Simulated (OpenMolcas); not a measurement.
# Mo⁵⁺ among point charges: CASSCF and CASPT2 levels, g values and susceptibility

How does a field of 4 point charges split the states of Mo⁵⁺, and what g values and χT follow?

Method: state-averaged CASSCF and CASPT2, spin-orbit coupling by RASSI with atomic mean-field integrals. Code: OpenMolcas 26.06.

### Step 1. The atom as given

| Item | Value |
| --- | --- |
| Species | Mo⁵⁺ (molybdenum, Z = 42, 37 electrons) |
| Basis | ANO-RCC-VDZP [6s5p3d1f], 43 functions |
| Scalar Hamiltonian | DKH2, point nucleus |
| Inactive shells | 1s 2s 2p 3s 3p 3d 4s 4p |
| Active space | 1 electron in 5 orbitals (4d) |
| Some configurations of this space | 4d |
| Orbitals | optimised for each spin and parity, averaged over all roots |

Outer shells as boxes (Hund's rule):

4d
```
4d [↑ ][  ][  ][  ][  ]
```

The ion sits among 4 point charges of -1.5 e arranged as a square (D4h), 2.2 Å from the ion.

Each step is its own input file, run in one work folder so that later steps find the files of earlier ones. Only the result sections of each output are shown. Labels, J, g values, rates, χT and fits are worked out afterwards by a script from the matrices that RASSI stores. The input lists half of the charges; inversion (Group=XYZ) makes the rest.

### Step 2. GATEWAY and SEWARD: basis and integrals

Contents of a.inp:

```
&GATEWAY
Coord
1

Mo 0.0 0.0 0.0
Basis=ANO-RCC-VDZP
Group=XYZ
NoMove
AngMom=0.0 0.0 0.0
AMFI
XField
2 Angstrom 0
2.200000 0.000000 0.000000 -1.500000
0.000000 2.200000 0.000000 -1.500000
&SEWARD
```

Launch:

```
OMP_NUM_THREADS=1 MOLCAS_MEM=1689 MOLCAS_PROJECT=a pymolcas a.inp > a.log
```

### Step 3. Reference wave functions, doublets of even parity, 5 roots

Contents of a.inp:

```
&RASSCF
FileOrb=start.orb
Symmetry=1
Spin=2
nActEl=1 0 0
Inactive=9 9
Ras2=5 0
CIRoot=5 5 1
SDav=5
CIMx=300
Iter=120 100
PrWF=0.3
OrbListing=Nothing
MaxOrb=0
>>> COPY $Project.JobIph JOB001
```

start.orb holds the contracted functions of the basis, ordered by shell, or the orbitals of the step before.

### Step 4. State interaction with spin-orbit coupling

Contents of a.inp:

```
&RASSI
NrOfJobIphs=1 5
1 2 3 4 5
IphNames
JOB001
EJob
SpinOrbit
DIPRint=1.0
SOCoupling=1000.0
Subsets=2
Property=9
'ANGMOM' 1 'ANGMOM' 2 'ANGMOM' 3 'MLTPL  1' 1 'MLTPL  1' 2 'MLTPL  1' 3
'AMFI' 1 'AMFI' 2 'AMFI' 3
SOProperty=3
'ANGMOM' 1 'ANGMOM' 2 'ANGMOM' 3
```

### Step 5. CASPT2: IPEA 0.25, imaginary shift 0.1 (closed shells correlated: 4s 4p)

Contents of a.inp:

```
>>> COPY JOB001 $Project.JobIph
&CASPT2
Multistate=5 1 2 3 4 5
NoMult
Frozen=8 6
IPEA=0.25
Imaginary=0.1
MaxIter=60
WThr=0.0 0.3 0.05
PrWF=0.5
NoMix
```

(Steps that only read results are left out.)

**Question.** What will these runs give? Wanted: spin-free ground state; first state of the same spin; lowest level; next level.

As calculated:

```
                    quantity                                                                        value
                      method  SS-CASPT2, IPEA 0.25, imaginary shift 0.1 (closed shells correlated: 4s 4p)
      spin-free ground state                                              2A1, 1-fold in its orbital part
first state of the same spin                                                              2E at 1760 cm⁻¹
                lowest level                                            2-fold E1/2, g = 0.72, 0.72, 1.46
                  next level                                                                  2751.9 cm⁻¹
                 χT at 300 K                                                               0.15 cm³ K/mol
   effective moment at 300 K                                                                      1.11 μB
```

Cost by method:

| method | time of its own steps | time with the reference |
| --- | --- | --- |
| A. CASSCF | 1.2 s | 1.2 s |
| B. SS-CASPT2, IPEA 0.25, imaginary shift 0.1, +4s 4p | 0.42 s | 1.6 s |

Times are of one thread on a shared host.

What this shows: The spin-free ground state (2A1) comes to 100 % from free-ion D terms and keeps the highest spin of the shell. χT at 300 K is 0.15, against 0.38 cm³ K/mol for the spin alone, so orbital moment lowers it. Point charges give too small a field for d ions at true ligand charges. Point charges carry no covalency, so the field is a model and not that of real ligands.
